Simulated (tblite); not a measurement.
# C5H12GeN2: the cost of one run

The runs use tblite 0.8.0 and PySCF 2.14.0, with density-fitted response routines of our own; the level of theory stands in each step. All values are computed, except where a source is named. Atoms count from 0, in the outputs and in this text.

### Step 1. Starting geometry

20 atoms, charge 0, multiplicity 1; geometry from: force field or distance geometry start.

Bonds of the start (Å): C0–C1 1.32, C1–N2 1.43, N2–C3 1.46, C3–C4 1.49, C4–C5 1.50, C5–N6 1.42, N6–Ge7 1.83, N6–N2 1.39, C0–H8 1.08, C0–H9 1.08, C1–H10 1.09, C3–H11 1.10, C3–H12 1.13, C4–H13 1.12, C4–H14 1.12, C5–H15 1.11, C5–H16 1.11, Ge7–H17 1.58, Ge7–H18 1.56, Ge7–H19 1.53.

### Step 2. Relaxing the molecule with GFN2-xTB

Job settings and geometry (Å):

```
{"job": {"kind": "relax", "xc": "GFN2-xTB", "basis": "xTB"}, "charge": 0, "multiplicity": 1}
C      2.458800    -1.466700    -0.451500
C      1.251900    -1.426800     0.085400
N      0.457900    -0.281000    -0.212800
C      1.012800     1.073100    -0.218000
C     -0.107200     2.011100    -0.527300
C     -1.280000     1.114900    -0.787900
N     -0.891100    -0.229600    -0.552800
Ge    -2.021800    -1.229700     0.481500
H      2.860500    -0.707600    -1.098400
H      3.071300    -2.325600    -0.224800
H      0.879700    -2.213500     0.740100
H      1.767400     1.094100    -1.023500
H      1.517100     1.285300     0.767200
H      0.153000     2.674500    -1.395300
H     -0.223600     2.687000     0.358800
H     -1.510400     1.178800    -1.870100
H     -2.170700     1.458900    -0.227200
H     -1.835100    -2.757500     0.137600
H     -3.486400    -0.893400     0.078900
H     -1.909200    -1.035700     1.995200
```

Started as:

```sh
$ OMP_NUM_THREADS=1 python probes_run.py task.json out
```

The driver reads the jobs from task.json and runs them one after another.

Q: Estimate the wall time and peak memory of this first job on 1 thread of Arm Neoverse N1, shared host.

About 2.4 s, with a peak of 0.18 GiB.
